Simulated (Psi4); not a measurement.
# C3H12AlN (SMILES C[N+](C)(C)[AlH3-]), step by step

We compute a geometry optimisation (MP2/def2-SVP), then the harmonic vibrations of C3H12AlN. 

The results are computed with Psi4 1.11.

**1. The structure to begin with**

C3H12AlN: 17 atoms, total charge 0, spin state singlet. As SMILES, `C[N+](C)(C)[AlH3-]`. The coordinates come from a PBE0-D4/def2-TZVP relaxation. The run starts from this shape.

Bond lengths: C1–N2 1.467 Å, N2–C3 1.467 Å, N2–C4 1.467 Å, N2–Al5 2.053 Å, C1–H6 1.090 Å, C1–H7 1.096 Å, C1–H8 1.090 Å, C3–H9 1.090 Å, C3–H10 1.090 Å, C3–H11 1.096 Å, C4–H12 1.090 Å, C4–H13 1.096 Å, C4–H14 1.090 Å, Al5–H15 1.606 Å, Al5–H16 1.606 Å, Al5–H17 1.606 Å. Some angles: C1–N2–C3 110.1°, C1–N2–C4 110.1°, C1–N2–Al5 108.8°, C3–N2–C4 110.1°, C3–N2–Al5 108.8°, C4–N2–Al5 108.8°, N2–C1–H6 109.2°, N2–C1–H7 110.6°, N2–C1–H8 109.2°, N2–C3–H9 109.2°.

**2. A geometry optimisation at MP2/def2-SVP (density fitting, density fitting for correlation) (run 1)**

File c3h12aln.inp:

```
memory 1600 MB

molecule system {
  0 1
  C
  N 1 1.467098
  C 2 1.467106 1 110.13121
  C 2 1.467105 1 110.13158 3 -121.64072
  Al 2 2.053259 1 108.79691 3 119.1797
  H 1 1.090076 2 109.23115 4 178.6189
  H 1 1.096123 6 109.4884 2 -121.29489
  H 1 1.090086 6 108.73449 7 -119.58245
  H 3 1.090078 2 109.2323 1 178.61368
  H 3 1.090083 9 108.73413 2 119.13471
  H 3 1.096133 9 109.48275 10 119.57532
  H 4 1.090081 2 109.233 1 -178.55378
  H 4 1.096127 12 109.48232 2 121.29024
  H 4 1.09007 12 108.73426 13 119.57641
  H 5 1.605835 2 99.82558 1 -59.93386
  H 5 1.605847 15 117.15125 6 -80.01274
  H 5 1.605837 15 117.14702 6 132.92921
  units angstrom
}

set {
  basis           def2-SVP
  geom_maxiter    60
  num_frozen_docc 9
}

energy_value, wavefunction = optimize("mp2", return_wfn=True)
```

Run with:

```
$ psi4 -i c3h12aln.inp -o c3h12aln.out -n 1
```

c3h12aln.out:

```text
[...]
  Running in c1 symmetry.
[...]
  Nuclear repulsion =  253.500248503191045
[...]
  Multiplicity = 1
[...]
  Nalpha       = 25
  Nbeta        = 25
[...]
    Number of basis functions: 134
[...]
   @DF-RHF iter   1:  -416.64446357758754   -4.62383e-01   2.68115e-03 DIIS/ADIIS
[...]
   @DF-RHF iter   9:  -416.74818302254550   -1.53477e-12   4.72840e-11 DIIS
[...]
    Orbital Energies [Eh]
    ---------------------
    Doubly Occupied:
       1A    -58.394216     2A    -15.628670     3A    -11.289753
       4A    -11.289753     5A    -11.289741     6A     -4.828969
       7A     -3.147465     8A     -3.146029     9A     -3.146029
      10A     -1.276543    11A     -0.983556    12A     -0.983556
      13A     -0.848141    14A     -0.713969    15A     -0.674576
      16A     -0.674576    17A     -0.590018    18A     -0.590018
      19A     -0.556189    20A     -0.545443    21A     -0.545442
      22A     -0.523995    23A     -0.443272    24A     -0.384293
      25A     -0.384292
[...]
  @DF-RHF Final Energy:  -416.74818302254550
   => Energetics <=
    Nuclear Repulsion Energy =            251.7777186609222895
    One-Electron Energy =               -1071.2947932895367558
    Two-Electron Energy =                 402.7688916060689053
    Total Energy =                       -416.7481830225455042
[...]
 Multipole Moments:
 ------------------------------------------------------------------------------------
     Multipole            Electronic (a.u.)      Nuclear  (a.u.)        Total (a.u.)
 ------------------------------------------------------------------------------------
 L = 1.  Multiply by 2.5417464519 to convert [e a0] to [Debye]
 Dipole X            :          2.3478618           -4.1519078           -1.8040460
 Dipole Y            :          1.3343910           -2.3597118           -1.0253208
 Dipole Z            :          0.9380636           -1.6588485           -0.7207849
 Magnitude           :                                                    2.1966783
[...]
  -Total Gradient:
     Atom            X                  Y                   Z
    ------   -----------------  -----------------  -----------------
       1       -0.000009467041    -0.000004854410    -0.000149294149
       2        0.000154629486     0.000087638746     0.000062908547
       3       -0.000011001164    -0.000141165857     0.000045387066
       4       -0.000126960731     0.000063229622     0.000044387226
       5       -0.000033683787    -0.000019384276    -0.000014258110
       6       -0.000014692468     0.000008254573     0.000007225410
       7        0.000020618633     0.000011559097     0.000030232335
       8       -0.000000423686    -0.000016748066     0.000006981262
       9       -0.000000213831     0.000000924158    -0.000017998488
      10       -0.000014698083     0.000009842937     0.000005186399
      11        0.000020776825     0.000032307381     0.000000586433
      12        0.000000647889    -0.000000924947    -0.000018065411
[...]
    Final optimized geometry and variables:
    Molecular point group: c1
    Full point group: C1
    Geometry (in Angstrom), charge = 0, multiplicity = 1:
    C
    N             1    1.473408
    C             2    1.473406      1  109.785199
    C             2    1.473406      1  109.785062      3 -120.777035
    AL            2    2.083053      1  109.154687      3  119.611434
    H             1    1.096749      2  109.272601      4  179.143946
    H             1    1.102655      6  109.495999      2 -121.004652
    H             1    1.096749      6  108.902005      7 -119.699494
    H             3    1.096750      2  109.272775      1  179.144053
    H             3    1.096749      9  108.901919      2  119.295607
    H             3    1.102654      9  109.496187     10  119.699363
[...]
```

The script printed:

```text
Optimizer: Optimization complete!
```

It took 57 s on 1 thread of AMD EPYC 7R43 (Zen 3), shared host; peak memory 0.43 GiB.

The path in brief:

```csv
step,energy from the first frame kept (eV),largest force (eV/Å)
0,0.0000,0.2823
1,-0.0149,0.0957
2,-0.0153,0.0337
3,-0.0153,0.0097
```

After the run. Bond lengths: C1–N2 1.473 Å, N2–C3 1.473 Å, N2–C4 1.473 Å, N2–Al5 2.083 Å, C1–H6 1.097 Å, C1–H7 1.103 Å, C1–H8 1.097 Å, C3–H9 1.097 Å, C3–H10 1.097 Å, C3–H11 1.103 Å, C4–H12 1.097 Å, C4–H13 1.103 Å, C4–H14 1.097 Å, Al5–H15 1.598 Å, Al5–H16 1.598 Å, Al5–H17 1.598 Å. Some angles: C1–N2–C3 109.8°, C1–N2–C4 109.8°, C1–N2–Al5 109.2°, C3–N2–C4 109.8°, C3–N2–Al5 109.2°, C4–N2–Al5 109.2°, N2–C1–H6 109.3°, N2–C1–H7 110.4°, N2–C1–H8 109.3°, N2–C3–H9 109.3°.

**3. Vibrational wavenumbers at MP2/def2-SVP (density fitting, density fitting for correlation) (run 2)**

File input.in:

```
memory 1600 MB

molecule {
  0 1
  C
  N 1 R2
  C 2 R3 1 A3
  C 2 R4 3 A4 1 D4
  Al 2 R5 4 A5 3 D5
  H 1 R6 2 A6 4 D6
  H 1 R7 6 A7 2 D7
  H 1 R8 6 A8 7 D8
  H 3 R9 2 A9 4 D9
  H 3 R10 9 A10 2 D10
  H 3 R11 10 A11 9 D11
  H 4 R12 2 A12 3 D12
  H 4 R13 12 A13 2 D13
  H 4 R14 12 A14 13 D14
  H 5 R15 2 A15 4 D15
  H 5 R16 15 A16 6 D16
  H 5 R17 15 A17 16 D17

  R2 = 1.473408
  R3 = 1.473406
  A3 = 109.7852
  R4 = 1.473406
  A4 = 109.78493
  D4 = 120.77707
  R5 = 2.083053
  A5 = 109.156
  D5 = -119.61209
  R6 = 1.096749
  A6 = 109.2726
  D6 = 179.144
  R7 = 1.102655
  A7 = 109.49599
  D7 = -121.00463
  R8 = 1.096749
  A8 = 108.90203
  D8 = -119.6995
  R9 = 1.09675
  A9 = 109.27278
  D9 = -60.07892
  R10 = 1.09675
  A10 = 108.90187
  D10 = 119.29553
  R11 = 1.102654
  A11 = 109.49597
  D11 = -119.69954
  R12 = 1.096749
  A12 = 109.27271
  D12 = 60.07805
  R13 = 1.102655
  A13 = 109.49599
  D13 = 121.00485
  R14 = 1.096749
  A14 = 108.90192
  D14 = 119.69947
  R15 = 1.597909
  A15 = 99.81617
  D15 = 179.99923
  R16 = 1.597909
  A16 = 117.15543
  D16 = -80.28517
  R17 = 1.59791
  A17 = 117.15478
  D17 = -147.09593
}

set {
  reference rhf
  t 298.15
  num_frozen_docc 9
  rotational_symmetry_number 3
}

energy_value = frequencies("mp2/def2-SVP")
```

Run with:

```
$ psi4 -i input.in -o input.out -n 1
```

input.out (excerpt; [...] marks lines left out):

```text
[...]
  Running in c1 symmetry.
[...]
  Nuclear repulsion =  251.777698358475675
[...]
  Multiplicity = 1
[...]
  Nalpha       = 25
  Nbeta        = 25
[...]
    Number of basis functions: 134
[...]
   @DF-RHF iter   1:  -416.64571028626284   -5.65201e-01   2.65096e-03 DIIS/ADIIS
[...]
   @DF-RHF iter  12:  -416.74817782933542    2.27374e-13   6.48906e-11 DIIS
[...]
  @DF-RHF Final Energy:  -416.74817782933542
   => Energetics <=
    Nuclear Repulsion Energy =            251.7867749153871841
    One-Electron Energy =               -1071.3150202034653375
    Two-Electron Energy =                 402.7800674587426784
    Total Energy =                       -416.7481778293354182
[...]
 Multipole Moments:
 ------------------------------------------------------------------------------------
     Multipole            Electronic (a.u.)      Nuclear  (a.u.)        Total (a.u.)
 ------------------------------------------------------------------------------------
[...]
  -Total Gradient:
     Atom            X                  Y                   Z
    ------   -----------------  -----------------  -----------------
       1       -0.000005647365     0.000000839861    -0.000153625976
       2        0.000160019882     0.000086228856     0.000083805263
       3       -0.000014771047    -0.000148357970     0.000046574496
       4       -0.000133936088     0.000064774095     0.000046439480
       5       -0.000109771373     0.000090298232     0.000280599719
       6       -0.000014423985     0.000008635731     0.000007379635
       7        0.000021426496     0.000010319119     0.000034285615
       8        0.000001004295    -0.000018797560     0.000008579333
       9       -0.000000306713     0.000000677749    -0.000017143927
      10       -0.000014557924     0.000009780498     0.000004740462
      11        0.000021706550     0.000032925872     0.000001161865
      12        0.000000002077    -0.000001515444    -0.000018178356
[...]
  ==> Harmonic Vibrational Analysis <==
[...]
  Freq [cm^-1]                 134.9695            214.2568            214.3356
[...]
  Freq [cm^-1]                 234.4762            295.1691            296.7606
[...]
  Freq [cm^-1]                1911.7938           1911.7961           1932.9008
[...]
  Freq [cm^-1]                3081.8121           3081.8205           3085.5809
[...]
  Freq [cm^-1]                3204.5770           3204.9637           3204.9749
[...]
```

On the terminal:

```text
Warning: used thermodynamics relations inappropriate for low-frequency modes: ['134.9695' '214.2568' '214.3356' '234.4762' '295.1691' '296.7606'
 '296.7841' '420.9865' '421.0312' '519.1084' '544.0611' '544.0765']
```

Wall time 20 min (1 thread of AMD EPYC 7R43 (Zen 3), shared host); peak memory 0.42 GiB.

**4. Results**

| quantity | value |
| --- | --- |
| run 1, MP2/def2-SVP: total energy at the end | -417.44679 Eh |
| run 1, MP2/def2-SVP: correlation energy (9 core orbitals frozen) | -698.6 mEh |
| run 2, MP2/def2-SVP: lowest harmonic wavenumber | 135 cm⁻¹ |
| run 2, MP2/def2-SVP: highest harmonic wavenumber | 3245 cm⁻¹ |
| run 2, MP2/def2-SVP: zero-point energy | 386.3 kJ/mol |
| run 2, MP2/def2-SVP: ideal-gas entropy at 298.15 K (symmetry number 3 as used) | 81.7 cal/(mol K) |

**Reading.** The optimisation (run 1, MP2/def2-SVP) took 4 steps and changed the energy by -0.015 eV. All 45 modes (run 2, MP2/def2-SVP) are real, so the shape is a minimum at this level.
